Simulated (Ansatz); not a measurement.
**C₂H₅GaSi: up Jacob's ladder to CCSD(T)**

How much do the methods differ for C₂H₅GaSi? The plan is to run it at one geometry with functionals of several rungs and with coupled cluster, and see how far each lands from CCSD(T) at the basis-set limit for the atomisation energy.

Program: Ansatz 0.2.0, Gaussian basis. Level of theory: functionals in def2-TZVPP, the program's frozen cores in correlated methods. These are calculated values, not measurements.

Levels to be run: LDA (SPW92), PBE-D4, revPBE-D4, BLYP-D4, r2SCAN-D4, B97M-V, PBE0-D4, B3LYP-D4, r2SCANh-D4, r2SCAN0-D4, HSE06-D4, BHLYP-D4, CAM-B3LYP-D4, LC-ωPBE, ωB97X-V, ωB97M-V, B2PLYP, PBE-QIDH; CCSD(T)/def2-SVP; CCSD(T)/def2-TZVPP; MP2/def2-QZVPP; extrapolation to the limit; RPA on PBE.

### Step 1. Structure used throughout

The geometry comes from an earlier relaxation with PBE0-D4 in a triple-zeta def2 set; it is a stationary point, not always the lowest conformer.

SMILES `C#C[SiH2][GaH2]`, 9 atoms, charge 0, spin multiplicity 1.

Atoms are counted from 1 here; the program's logs count them from 0.

Bond lengths: C1–C2 1.207 Å, C1–H5 1.066 Å, C2–Si3 1.825 Å, Si3–Ga4 2.417 Å, Si3–H6 1.489 Å, Si3–H7 1.490 Å, Ga4–H8 1.570 Å, Ga4–H9 1.574 Å. Angles: C2–C1–H5 179.6°, C1–C2–Si3 177.3°, C2–Si3–Ga4 111.6°, C2–Si3–H6 108.3°, C2–Si3–H7 108.3°, Ga4–Si3–H6 110.7°, Ga4–Si3–H7 110.4°, H6–Si3–H7 107.4°, Si3–Ga4–H8 121.6°, Si3–Ga4–H9 119.3°, H8–Ga4–H9 119.1°.

### Step 2. LDA

This LDA is Slater exchange with PW92 correlation.

Input file in.yaml:

```yaml
crystal:
  periodic: [false, false, false]
  atoms:
    - {symbol: C, position_ang: [2.050341, -0.900741, -1.327514]}
    - {symbol: C, position_ang: [1.325903, -0.169645, -0.697306]}
    - {symbol: Si, position_ang: [0.171830, 0.873214, 0.257593]}
    - {symbol: Ga, position_ang: [-1.874865, -0.305075, 0.772353]}
    - {symbol: H, position_ang: [2.695793, -1.540735, -1.884245]}
    - {symbol: H, position_ang: [-0.113762, 2.101287, -0.535170]}
    - {symbol: H, position_ang: [0.854863, 1.299892, 1.510774]}
    - {symbol: H, position_ang: [-2.092346, -1.801676, 0.350264]}
    - {symbol: H, position_ang: [-3.017768, 0.443479, 1.553260]}
basis:
  gaussian: {orbitals: def2-TZVPP}
hamiltonian: {xc: lda}
output: {orbitals: {seedname: orbitals}}
```

The run is started by

```
> ansatz run in.yaml --threads 2 --pin off --events-out ev --progress --plain --max-ram 4352MiB
```

Further steps of the session: PBE-D4 (GGA); revPBE-D4 (GGA); BLYP-D4 (GGA); r2SCAN-D4 (meta-GGA); B97M-V (meta-GGA); B3LYP-D4 (hybrid); r2SCANh-D4 (hybrid); r2SCAN0-D4 (hybrid); HSE06-D4 (hybrid); BHLYP-D4 (hybrid); CAM-B3LYP-D4 (range-separated); LC-ωPBE (range-separated); ωB97X-V (range-separated); ωB97M-V (range-separated); B2PLYP (double hybrid); PBE-QIDH (double hybrid); CCSD(T) in def2-SVP; CCSD(T) in def2-TZVPP; MP2 in def2-QZVPP; RPA on PBE orbitals.

**Question.** What will the summary of the whole plan be? Wanted: atomisation energy, CCSD(T)/CBS; farthest beyond LDA; mean size of error, GGA; mean size of error, meta-GGA; mean size of error, hybrid; mean size of error, range-separated; mean size of error, double hybrid; gap, smallest and largest; T1 diagnostic.

**Answer**, as computed:

| quantity | value |
| --- | --- |
| atomisation energy, CCSD(T)/CBS | 2982.0 kJ/mol |
| functionals within 29.8 kJ/mol (1.0 %) | PBE-D4, r2SCAN-D4, B97M-V, PBE0-D4, B3LYP-D4, r2SCANh-D4, HSE06-D4, CAM-B3LYP-D4, LC-ωPBE, ωB97X-V, ωB97M-V, PBE-QIDH |
| farthest beyond LDA | BHLYP-D4 (-80.8 kJ/mol) |
| mean size of error, GGA | 31.5 kJ/mol |
| mean size of error, meta-GGA | 11.4 kJ/mol |
| mean size of error, hybrid | 28.8 kJ/mol |
| mean size of error, range-separated | 10.0 kJ/mol |
| mean size of error, double hybrid | 27.5 kJ/mol |
| gap, smallest and largest | 3.19 eV (LDA (SPW92)), 9.83 eV (LC-ωPBE) |
| T1 diagnostic | 0.0137 |
| triples share of the correlation energy | 4.4 % |

What this shows: LDA overbinds by 375.2 kJ/mol (13 %). PBE-D4 misses by +24.8 kJ/mol. Double hybrids carry the basis error of their MP2 part in triple zeta, and no dispersion term here, so their miss is partly the set-up's. The rungs range-separated, meta-GGA, double hybrid, hybrid miss on average by less than the doubt on the reference (29.8 kJ/mol), so they tie. The reference freezes the cores and leaves out relativity and excitations past (T), and its outer-core shells are covered unevenly, so misses under about 29.8 kJ/mol can't be ranked. Hartree-Fock recovers 74 % of the binding; the rest is correlation. CCSD(T) in def2-SVP is off by -163.6 kJ/mol, more than most functionals: a good method in a small basis is no reference. Orbital gaps span 3.2 to 9.8 eV; exact exchange widens them. Correlated methods include outer-core shells of Ga, which these sets cover unevenly.
